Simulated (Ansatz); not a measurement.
Relaxation of a periodic cell of 15 atoms, Zn₈O₆F (host ZnO, host structure P6_3mc, dopant F, one O atom removed), cell charge -1, to a largest force component of 0.03 eV/Å in at most 60 steps.

Theory: Ansatz, DFT PBE-D3(BJ), scalar-relativistic, plane waves, PAW. Settings: PAW set soft_1, cutoff 420 eV, k mesh 2x2x2, fermi-dirac smearing 0.05 eV, no spin polarisation.

```xyz
15
Lattice="-3.2374 -5.6073 0.0000 4.8560 -2.8036 0.0000 0.0000 0.0000 5.2221" Properties=species:S:1:pos:R:3
Zn 1.619 -4.673 2.614
Zn 0.000 -3.738 0.003
O 1.619 -4.673 4.594
Zn 0.000 -1.869 2.614
Zn 3.237 -3.738 0.003
F 0.000 -3.738 7.205
O 3.237 -3.738 1.983
Zn 3.237 -1.869 2.614
Zn 1.619 -0.935 0.003
O 3.237 -1.869 4.594
O 1.619 -0.935 1.983
Zn -1.619 -4.673 2.614
Zn 1.619 -6.542 0.003
O -1.619 -4.673 4.594
O 1.619 -6.542 1.983
```

Q: Where does it end, and by what steps?

A: The run converged. Limits of this set-up: coarse k mesh, no spin, though dangling bonds at a vacancy may carry it, a small cell, in which the defect meets its images, charged cell in a uniform background, uncorrected. After 9 steps the energy has fallen by 2.014 eV; Zn2 moved furthest, 0.62 Å. Parted: Zn4–F6 (1.97 → 2.59 Å). Joined: Zn1–Zn2 (3.21 → 2.67 Å), Zn2–Zn4 (3.21 → 2.42 Å), Zn2–Zn12 (3.21 → 2.79 Å), Zn4–Zn5 (3.21 → 2.81 Å), Zn4–Zn9 (3.21 → 2.75 Å), Zn5–Zn9 (3.24 → 2.58 Å).

```tsv
step	energy less start (eV)	largest force component (eV/Å)	accepted
0	0.0000	1.908	yes
1	-1.0489	1.240	yes
2	-1.5971	0.497	yes
3	-1.7633	0.567	yes
4	-1.8890	0.488	yes
5	-1.9619	0.310	yes
6	-1.9988	0.163	yes
7	-1.9902	0.128	no
8	-2.0128	0.037	yes
9	-2.0136	0.011	yes
```

```xyz
15
Lattice="-3.2374 -5.6073 0.0000 4.8560 -2.8036 0.0000 0.0000 0.0000 5.2221" Properties=species:S:1:pos:R:3
Zn 1.650 -4.561 2.684
Zn 0.051 -3.637 -0.606
O 1.850 -4.667 4.702
Zn 0.037 -1.876 2.954
Zn 3.575 -3.789 0.044
F -0.053 -3.961 6.638
O 3.341 -3.725 2.087
Zn 3.204 -1.839 2.721
Zn 1.295 -1.035 0.032
O 3.109 -1.823 4.721
O 1.568 -0.935 2.055
Zn -1.644 -4.643 2.635
Zn 1.559 -6.517 0.057
O -1.705 -4.724 4.615
O 1.588 -6.471 2.065
```

The run took 75 s on 1 thread of Arm Neoverse V2, with other jobs on the host, peak memory 0.47 GiB.
